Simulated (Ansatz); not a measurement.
# AlBGeH (quartet): wave-function methods side by side at distance Al1–H4 = 1.264 Å, cc-pVDZ

An exercise on one series of results from a longer session: the logs are not shown, and one member is left open.

Program: Ansatz 0.2.0, Gaussian basis. Level of theory: cc-pVDZ, core rule «outside noble gas», up to 20 orbitals frozen. These are calculated values, not measurements.

Plan: UHF; CCSD(T) on ROHF; CCSD(T) on UHF; BCCD(T) on ROHF; CISD; CCSDT(Q) on ROHF; CCSDT(Q) on UHF; CASSCF and MRCISD+Q, 5 electrons in 5 orbitals; CASSCF and NEVPT2, 5 electrons in 5 orbitals.

20 further runs of the same task are left out: 2 for a mislabelled method, 14 that didn't finish, 4 set aside as unsound or not needed.

**What is computed**

The geometry derives from a PBE0/def2-TZVP stationary point (not a proven minimum). One bond is set to the value named and the two fragments are kept rigid. No spin-orbit coupling is included. The filled d shell of Ge may be among the frozen orbitals whatever the setting's name suggests; the logs give the count.

4 atoms, charge 0, spin multiplicity 4.

Atoms are counted from 1 here; the program's logs count them from 0.

Bond lengths: Al1–Ge2 2.450 Å, Al1–B3 2.202 Å, Al1–H4 1.264 Å, Ge2–B3 2.069 Å. Angles: Ge2–Al1–B3 52.5°, Ge2–Al1–H4 171.3°, B3–Al1–H4 136.2°, Al1–Ge2–B3 57.6°, Al1–B3–Ge2 69.9°.

Set-up of the first run:

Contents of in.yaml:

```yaml
crystal:
  periodic: [false, false, false]
  atoms:
    - {symbol: Al, position_ang: [0.000000, 0.226904, 1.708766]}
    - {symbol: Ge, position_ang: [0.000000, 0.142250, -0.739570]}
    - {symbol: B, position_ang: [0.000000, -1.565094, 0.429463]}
    - {symbol: H, position_ang: [0.000000, 0.461318, 2.950840]}
basis:
  gaussian: {orbitals: cc-pVDZ}
magnetization: {spin_polarized: true, initial_magnetization: 3}
hamiltonian: {xc: hf}
output: {orbitals: {seedname: orbitals}}
```

Launch:

```sh
$ ansatz run in.yaml --threads 1 --pin off --events-out ev --progress --plain --max-ram 2393MiB
```

Among the steps run: UHF; CCSD(T) on ROHF; CCSD(T) on UHF; BCCD(T) on ROHF; CISD; CCSDT(Q) on ROHF; CCSDT(Q) on UHF; CASSCF and MRCISD+Q, 5 electrons in 5 orbitals; CASSCF and NEVPT2, 5 electrons in 5 orbitals.

One table of the session follows, with a row left open; its other results are not shown here.

```
       method  from UCCSDT(Q) (kcal/mol)
         ROHF                    +147.48
          UHF                    +143.94
         RMP2                     +31.37
         UMP2                     +32.03
         CISD                     +21.27
        RCCSD                      +9.06
        UCCSD                          ?
     RCCSD(T)                      +1.90
     UCCSD(T)                      +1.86
      BCCD(T)                      +1.82
       RCCSDT                      +0.70
       UCCSDT                      +0.62
    RCCSDT(Q)                      +0.10
    UCCSDT(Q)                          0
  CASSCF pair                    +137.65
  MRCISD pair                     +21.01
MRCISD+Q pair                      +4.85
```

**Question.** Estimate the row for UCCSD.

**Answer.** from UCCSDT(Q) (kcal/mol): +8.88. In the column «from UCCSDT(Q) (kcal/mol)» it lies between MRCISD+Q pair (+4.85) and RCCSD (+9.06).

Not comparable, so not listed: CASSCF and NEVPT2, 5 electrons in 5 orbitals (they don't share determinant, frozen orbitals or solution with the rows shown, or repeat one).

Caveats from the session: Restricted and unrestricted rows rest on different reference determinants; where their highest levels disagree by more than a few hundredths of an eV, they describe different states and don't form one ladder. Warnings in the runs' records: passed over end.
